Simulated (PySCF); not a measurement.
# CH4BrFGe: the cost of one run

Programs: PySCF 2.14.0, with density-fitted response routines of our own. Each step states its level of theory. These are calculated values for one molecule in the gas phase, unless marked as measured. Atoms are numbered from 0 throughout.

### 1 The molecule as given

8 atoms, charge 0, multiplicity 1; geometry from: GFN2-xTB. The atoms were then displaced at random by about 0.01 Å, so the start is not that level's minimum.

Bonds of the start (Å): F0–C1 1.38, C1–Ge2 2.01, C1–Br3 1.98, C1–H4 1.10, Ge2–H5 1.49, Ge2–H6 1.48, Ge2–H7 1.49.

### 2 Relaxing the molecule at PBE0-D3(BJ)/def2-SVP

The job: settings as JSON, then the geometry in Å.

```
{"job": {"xc": "PBE0", "basis": "def2-SVP", "d3": "d3bj", "grid": 1, "shake": 0.01, "kind": "geom"}, "charge": 0, "multiplicity": 1}
F      1.388140    -1.042720     0.930030
C      0.940000    -0.245940    -0.110230
Ge    -1.040490     0.048840     0.003610
Br     1.821160     1.520800     0.038750
H      1.326560    -0.692070    -1.040300
H     -1.415360     0.930310    -1.131980
H     -1.705000    -1.272130    -0.050100
H     -1.259880     0.733770     1.307750
```

Command:

```bash
> OMP_NUM_THREADS=1 python probes_run.py task.json out
```

One launch serves the whole session: the jobs run in the order shown.

**Question.** How long does this first job take on 1 thread of Arm Neoverse N1, shared host, and how much memory does it need?

About 54 s, with a peak of 0.45 GiB.
